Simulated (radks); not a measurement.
# He inside a hard spherical wall

What does compression do to the levels of He? A hard sphere of shrinking radius stands in for pressure; the configuration is held at [He].

Method: non-relativistic Kohn-Sham, LDA (Slater exchange, VWN5 correlation), spin-unpolarised, spherical densities, point nucleus. Code: radks (a radial shooting solver on a logarithmic mesh, Libxc functionals) version 1.

### 1 What is computed

```
element       : helium (Z = 2)
charge        : 0
electrons     : 2
configuration : [He]
```

Outer shells as boxes (Hund's rule):

He
```
1s [↑↓]
```

### 2 The free atom

Input:

```text
Z 2
configuration [He] 2s0 2p0
relativity non-relativistic
functional lda,vwn5
spin unpolarised
nucleus point
```

### 3 Wall at 15 bohr

Input: that of step 2 with these lines changed.

```diff
@@ -6 +6,2 @@
 nucleus point
+wall 15 bohr
```

### 4 Wall at 12 bohr

Input: that of step 3 with these lines changed.

```diff
@@ -6,2 +6,2 @@
 nucleus point
-wall 15 bohr
+wall 12 bohr
```

### 5 Wall at 10 bohr

Input: that of step 4 with these lines changed.

```diff
@@ -6,2 +6,2 @@
 nucleus point
-wall 12 bohr
+wall 10 bohr
```

### 6 Wall at 7 bohr

Input: that of step 5 with these lines changed.

```diff
@@ -6,2 +6,2 @@
 nucleus point
-wall 10 bohr
+wall 7 bohr
```

### 7 Wall at 4 bohr

Input: that of step 6 with these lines changed.

```diff
@@ -6,2 +6,2 @@
 nucleus point
-wall 7 bohr
+wall 4 bohr
```

### 8 Wall at 2.5 bohr

Input: that of step 7 with these lines changed.

```diff
@@ -6,2 +6,2 @@
 nucleus point
-wall 4 bohr
+wall 2.5 bohr
```

### 9 Wall at 2 bohr

Input: that of step 8 with these lines changed.

```diff
@@ -6,2 +6,2 @@
 nucleus point
-wall 2.5 bohr
+wall 2 bohr
```

### 10 Wall at 1.5 bohr

Input: that of step 9 with these lines changed.

```diff
@@ -6,2 +6,2 @@
 nucleus point
-wall 2 bohr
+wall 1.5 bohr
```

Q: Predict the outcome of this session. Wanted: for each run, R; E − E(free); ε(1s); ε(2s, empty); ε(2p, empty); pressure.

As calculated:

| R (bohr) | E − E(free) (eV) | ε(1s) (eV) | ε(2s, empty) (eV) | ε(2p, empty) (eV) | pressure (GPa) |
| --- | --- | --- | --- | --- | --- |
| free | 0.000 | -15.522 | - | - | 0 |
| 15 | 0.000 | -15.522 | 0.435 | 1.020 | < 0.0001 |
| 12 | 0.000 | -15.522 | 0.713 | 1.475 | < 0.0001 |
| 10 | 0.000 | -15.522 | 1.099 | 1.993 | < 0.0001 |
| 7 | 0.000 | -15.521 | 2.752 | 3.698 | 0.000869 |
| 4 | 0.130 | -15.189 | 13.166 | 11.214 | 1.45 |
| 2.5 | 3.004 | -11.331 | 47.737 | 31.556 | 88.4 |
| 2 | 8.937 | -5.573 | 84.791 | 52.050 | 430 |
| 1.5 | 28.674 | 9.962 | 171.24 | 98.655 | 2695 |

**Reading.** At the tightest wall, 1.5 bohr, the energy stands 28.674 eV above the free atom and the pressure, −dE/dV, is 2695 GPa. Of the levels in the table that exist at both ends, 1s rises most from the free atom (25.484 eV). From R = 1.5 bohr inwards the highest occupied level lies above zero, pushed up by confinement. Shells are not refilled when levels cross, and a hard wall is a model, not a crystal.
